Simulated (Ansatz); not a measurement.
# GaH3OTe (SMILES [OH][GaH][TeH]): functionals against CCSD(T) at one geometry

A test off equilibrium: a structure displaced at random from a GFN2-xTB minimum is computed at several levels, and each is set against CCSD(T).

Method: single points in def2-TZVPP; program: Ansatz 0.2.0, Gaussian basis.

Correlated methods freeze the cores. Filled d shells of the heavier atoms are correlated. Core potentials replace the inner electrons past krypton, and spin-orbit coupling is left out. B3LYP uses VWN-RPA correlation.

## 1. Where the work starts

SMILES `[OH][GaH][TeH]`, 6 atoms, charge 0, spin multiplicity 1.

Atoms are counted from 1 here; the program's logs count them from 0.

Bond lengths: O1–Ga2 1.613 Å, O1–H4 1.067 Å, Ga2–Te3 2.433 Å, Ga2–H5 1.674 Å, Te3–H6 1.617 Å. Angles: Ga2–O1–H4 140.9°, O1–Ga2–Te3 115.3°, O1–Ga2–H5 122.2°, Te3–Ga2–H5 122.5°, Ga2–Te3–H6 88.3°.

Coordinates:

```
atom    x (Å)    y (Å)    z (Å)
  O1  -0.0229  -1.0446   0.7320
 Ga2  -0.1788  -0.1514  -0.6017
 Te3   0.2745   2.2226  -0.3217
  H4  -0.0379  -2.0617   1.0534
  H5  -0.6314  -0.8127  -2.0713
  H6   0.5767   1.9325   1.2398
```

## 2. CCSD(T)/def2-TZVPP

run/in.yaml reads:

```yaml
crystal:
  periodic: [false, false, false]
  atoms:
    - {symbol: O, position_ang: [-0.022900, -1.044600, 0.732000]}
    - {symbol: Ga, position_ang: [-0.178800, -0.151400, -0.601700]}
    - {symbol: Te, position_ang: [0.274500, 2.222600, -0.321700]}
    - {symbol: H, position_ang: [-0.037900, -2.061700, 1.053400]}
    - {symbol: H, position_ang: [-0.631400, -0.812700, -2.071300]}
    - {symbol: H, position_ang: [0.576700, 1.932500, 1.239800]}
basis:
  gaussian: {orbitals: def2-TZVPP}
correlation: {method: ccsd_t}
output: {forces: true}
```

The command line of these runs was not kept.

## 3. PBE0-D4/def2-TZVPP

Edit run/in.yaml of step 2 so:

```diff
@@ -11,3 +11,3 @@
   gaussian: {orbitals: def2-TZVPP}
-correlation: {method: ccsd_t}
-output: {forces: true}
+hamiltonian: {xc: pbe0, dispersion: d4}
+output: {forces: true, orbitals: {seedname: orbitals}}
```

## 4. wB97M-V/def2-TZVPP

Edit run/in.yaml of step 3 so:

```diff
@@ -11,3 +11,3 @@
   gaussian: {orbitals: def2-TZVPP}
-hamiltonian: {xc: pbe0, dispersion: d4}
-output: {forces: true, orbitals: {seedname: orbitals}}
+hamiltonian: {xc: {name: wB97M-V}}
+output: {forces: true}
```

## 5. r2SCAN-D4/def2-TZVPP

Edit run/in.yaml of step 4 so:

```diff
@@ -11,3 +11,3 @@
   gaussian: {orbitals: def2-TZVPP}
-hamiltonian: {xc: {name: wB97M-V}}
+hamiltonian: {xc: r2scan, dispersion: d4}
 output: {forces: true}
```

## 6. PBE-D4/def2-TZVPP

Edit run/in.yaml of step 5 so:

```diff
@@ -11,3 +11,3 @@
   gaussian: {orbitals: def2-TZVPP}
-hamiltonian: {xc: r2scan, dispersion: d4}
+hamiltonian: {xc: pbe, dispersion: d4}
 output: {forces: true}
```

## 7. SPW92/def2-TZVPP

Edit run/in.yaml of step 6 so:

```diff
@@ -11,3 +11,3 @@
   gaussian: {orbitals: def2-TZVPP}
-hamiltonian: {xc: pbe, dispersion: d4}
+hamiltonian: {xc: lda}
 output: {forces: true}
```

## 8. B3LYP-D4/def2-TZVPP

Edit run/in.yaml of step 7 so:

```diff
@@ -11,3 +11,3 @@
   gaussian: {orbitals: def2-TZVPP}
-hamiltonian: {xc: lda}
+hamiltonian: {xc: {name: B3LYP}, dispersion: d4}
 output: {forces: true}
```

(Steps that only read results are left out.)

Q: Predict the outcome of this session. Wanted: energy less free atoms, CCSD(T)/def2-TZVPP; RMS force component; RMS force error; HOMO and LUMO, PBE0-D4; T1 diagnostic.

**Answer**, as computed:

| quantity | value |
| --- | --- |
| energy less free atoms, CCSD(T)/def2-TZVPP | -361.0 kcal/mol |
| RMS force component | 2.682 to 3.057 eV/Å over the methods |
| RMS force error | PBE0-D4 0.086, wB97M-V 0.036, r2SCAN-D4 0.114, PBE-D4 0.216, SPW92 0.398, B3LYP-D4 0.099 eV/Å |
| HOMO and LUMO, PBE0-D4 | -6.70 and -0.63 eV |
| T1 diagnostic | 0.013 |

Against CCSD(T) the functionals' energies less atoms differ by -74.9 to -0.1 kcal/mol, PBE-D4 by -8.9 kcal/mol. A larger basis would deepen the CCSD(T) value, while the functionals are nearly converged already, so the order here is not reliable. For forces wB97M-V does best and SPW92 worst. Frozen-core CCSD(T) forces in triple zeta carry basis errors of their own, and this is one geometry, so small gaps rank nothing.
